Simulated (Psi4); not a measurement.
**SiCNClF2 (SMILES N#C[Si](F)(F)Cl): HF/cc-pVDZ**

Aim: the vertical ionisation energy of SiCNClF2 at HF/cc-pVDZ, from 2 runs. 

Program for the calculation: Psi4 1.11.

3 further runs of the same task are left out: 3 set aside as unsound or not needed.

## 1. The molecule

The species is SiCNClF2 (6 atoms), meant as a singlet with charge 0. As SMILES, `N#C[Si](F)(F)Cl`. The shape is that of a PBE0-D4/def2-TZVP optimisation.

Bond lengths: N1–C2 1.150 Å, C2–Si3 1.827 Å, Si3–F4 1.567 Å, Si3–F5 1.567 Å, Si3–Cl6 1.998 Å. Angles: N1–C2–Si3 179.1°, C2–Si3–F4 108.2°, C2–Si3–F5 108.2°, C2–Si3–Cl6 110.3°, F4–Si3–F5 108.8°, F4–Si3–Cl6 110.6°, F5–Si3–Cl6 110.6°.

## 2. Energy and forces at HF/cc-pVDZ

The input, job.dat:

```
memory 2200 MB

molecule {
  0 1
  N      1.925400    -1.092200     1.077400
  C      1.030100    -0.609300     0.540000
  Si    -0.394400     0.176700    -0.290300
  F     -1.487900    -0.920300    -0.527700
  F      0.087600     0.719200    -1.679000
  Cl    -1.118900     1.661900     0.833400
  symmetry c1
  no_reorient
  no_com
}

set {
  basis         cc-pVDZ
  reference     rhf
  puream        true
  e_convergence 1e-09
  d_convergence 1e-08
  scf_type      pk
}

E, wfn = gradient('scf', return_wfn=True)
oeprop(wfn, 'QUADRUPOLE', 'DIPOLE', 'MULLIKEN_CHARGES')
print_variables()
```

On the command line:

```console
$ psi4 -n 1 job.dat job.out
```

job.out (excerpt; [...] marks lines left out):

```text
[...]
  Running in c1 symmetry.
[...]
  Nuclear repulsion =  351.977762816507550
[...]
  Multiplicity = 1
[...]
  Nalpha       = 31
  Nbeta        = 31
[...]
    Number of basis functions: 92
[...]
   @RHF iter   1: -1039.70843872452269   -1.03069e+00   5.23543e-03 DIIS/ADIIS
[...]
   @RHF iter  13: -1039.81134173959094   -6.36646e-12   5.46345e-09 DIIS
[...]
    Orbital Energies [Eh]
    ---------------------
    Doubly Occupied:
       1A   -104.880720     2A    -68.982218     3A    -26.353566
       4A    -26.353525     5A    -15.631704     6A    -11.296394
       7A    -10.610538     8A     -8.077674     9A     -8.074797
      10A     -8.074782    11A     -6.317413    12A     -4.426382
      13A     -4.425524    14A     -4.424148    15A     -1.671049
      16A     -1.649728    17A     -1.260566    18A     -1.163350
      19A     -0.871613    20A     -0.782222    21A     -0.769456
      22A     -0.745214    23A     -0.712695    24A     -0.702279
      25A     -0.693730    26A     -0.617695    27A     -0.583350
      28A     -0.534780    29A     -0.528116    30A     -0.512194
      31A     -0.505017
[...]
  @RHF Final Energy: -1039.81134173959094
   => Energetics <=
    Nuclear Repulsion Energy =            351.9777628165075498
    One-Electron Energy =               -2139.1133315583906551
    Two-Electron Energy =                 747.3242270022922185
    Total Energy =                      -1039.8113417395909437
[...]
  -Total Gradient:
     Atom            X                  Y                   Z
    ------   -----------------  -----------------  -----------------
       1        0.028131745543    -0.015151295294     0.016911941898
       2       -0.035598679036     0.019520541399    -0.020895011283
       3       -0.008911206462    -0.005919643030    -0.020842478075
       4        0.020183040680     0.019706148053     0.004778507382
       5       -0.008282556477    -0.009916161435     0.025646355619
       6        0.004477655764    -0.008239589689    -0.005599315549
[...]
 Multipole Moments:
 ------------------------------------------------------------------------------------
     Multipole            Electronic (a.u.)      Nuclear  (a.u.)        Total (a.u.)
 ------------------------------------------------------------------------------------
 L = 1.  Multiply by 2.5417464519 to convert [e a0] to [Debye]
 Dipole X            :         32.4944559          -33.0460187           -0.5515628
 Dipole Y            :        -32.8163693           33.2875257            0.4711564
 Dipole Z            :         -2.0216475            1.9371583           -0.0844892
 Magnitude           :                                                    0.7303070
 L = 2.  Multiply by 1.3450342976 to convert [e a0^2] to [Debye ang]
 Quadrupole XX       :       -308.2627831          270.5836007          -37.6791824
 Quadrupole XY       :        137.1415549         -136.3525804            0.7889746
[...]
  Mulliken Charges: (a.u.)
   Center  Symbol    Alpha    Beta     Spin     Total
       1     N     3.54575  3.54575  0.00000 -0.09151
       2     C     3.10666  3.10666  0.00000 -0.21332
       3    SI     6.36660  6.36660  0.00000  1.26680
       4     F     4.69001  4.69001  0.00000 -0.38002
       5     F     4.68998  4.68998  0.00000 -0.37996
       6    CL     8.60099  8.60099  0.00000 -0.20199
   Total alpha = 31.00000, Total beta = 31.00000, Total charge = -0.00000
  Variable Map:
  ----------------------------------------------------------------------------
[...]
```

Run time: 48 s. Hardware: 1 thread of AMD EPYC 7R43 (Zen 3), shared host; peak memory 0.4 GiB.

## 3. The doublet cation

The input, job.in:

```
memory 2200 MB

molecule {
  1 2
  N      3.63847868    -2.06395887     2.03599093
  C      1.94660688    -1.15141013     1.02045211
  Si    -0.74530798     0.33391461    -0.54858749
  F     -2.81172350    -1.73911495    -0.99720848
  F      0.16554001     1.35909103    -3.17285016
  Cl    -2.11441456     3.14053585     1.57489775
  units au
  symmetry c1
  no_reorient
  no_com
}

set {
  basis cc-pVDZ
  reference uhf
  puream true
  e_convergence 1e-09
  d_convergence 1e-08
  scf_type pk
  maxiter 100
}

gradient("scf")
```

On the command line:

```console
$ psi4 -i job.in -o job.out -n 1
```

job.out (excerpt; [...] marks lines left out):

```text
[...]
  Running in c1 symmetry.
[...]
  Nuclear repulsion =  351.977763021774024
[...]
  Multiplicity = 2
[...]
  Nalpha       = 31
  Nbeta        = 30
[...]
    Number of basis functions: 92
[...]
   @UHF iter   1: -1039.17864146381976   -5.00897e-01   5.59283e-03 ADIIS/DIIS
[...]
   @UHF iter  30: -1039.34843220378252   -1.54614e-11   5.38409e-09 DIIS
[...]
   @S^2 Observed:                8.444622467E-01
[...]
  @UHF Final Energy: -1039.34843220378252
   => Energetics <=
    Nuclear Repulsion Energy =            351.9777630217740239
    One-Electron Energy =               -2123.6871123749442631
    Two-Electron Energy =                 732.3609171493876602
    Total Energy =                      -1039.3484322037825223
  UHF NO Occupations:
  HONO-2 :   29  A 1.9867944
  HONO-1 :   30  A 1.9694141
[...]
 Multipole Moments:
 ------------------------------------------------------------------------------------
     Multipole            Electronic (a.u.)      Nuclear  (a.u.)        Total (a.u.)
 ------------------------------------------------------------------------------------
 L = 1.  Multiply by 2.5417464519 to convert [e a0] to [Debye]
 Dipole X            :         31.2391338          -33.0460186           -1.8068849
 Dipole Y            :        -30.7567191           33.2875258            2.5308068
 Dipole Z            :         -0.8103704            1.9371583            1.1267879
 Magnitude           :                                                    3.3074865
[...]
  -Total Gradient:
     Atom            X                  Y                   Z
    ------   -----------------  -----------------  -----------------
       1        0.008952155117    -0.005022441428     0.005092671010
       2        0.000279245392    -0.010288052722    -0.014249450668
       3       -0.056241750545     0.090503037161     0.051703588097
       4        0.019384905451    -0.001886437444    -0.005968588762
       5        0.002699739845    -0.019251118354     0.006291138869
       6        0.024925704744    -0.054054987210    -0.042869358549
[...]
```

Wall time 47 s (1 thread of AMD EPYC 7R43 (Zen 3), shared host); peak memory 0.4 GiB.

## 4. What came out

At HF/cc-pVDZ:

| quantity | value |
| --- | --- |
| singlet SiCNClF2: total energy | -1039.81134 Eh |
| singlet SiCNClF2: dipole moment | 1.86 D |
| singlet SiCNClF2: HOMO energy | -13.74 eV |
| singlet SiCNClF2: LUMO energy | 2.67 eV |
| singlet SiCNClF2: HOMO–LUMO gap | 16.41 eV |
| singlet SiCNClF2: largest force on an atom | 2.348 eV/Å |
| doublet cation: total energy | -1039.34843 Eh |
| doublet cation: HOMO energy (highest over α and β) | -18.47 eV |
| doublet cation: LUMO energy (lowest over α and β) | -11.19 eV |
| doublet cation: ⟨S²⟩ | 0.844 |
| doublet cation: largest force on an atom | 6.090 eV/Å |
| vertical ionisation energy (to the doublet cation) | 12.596 eV |

What this shows: Removing an electron at fixed nuclei costs 12.60 eV (290 kcal/mol). The largest force (singlet SiCNClF2) is 2.35 eV/Å: the shape isn't a stationary point for this species at this level. −ε(HOMO) before ionisation, 13.74 eV, is 1.15 eV above this ionisation energy. Mulliken charges (singlet SiCNClF2) run from -0.38 on F4 to +1.27 on Si3.
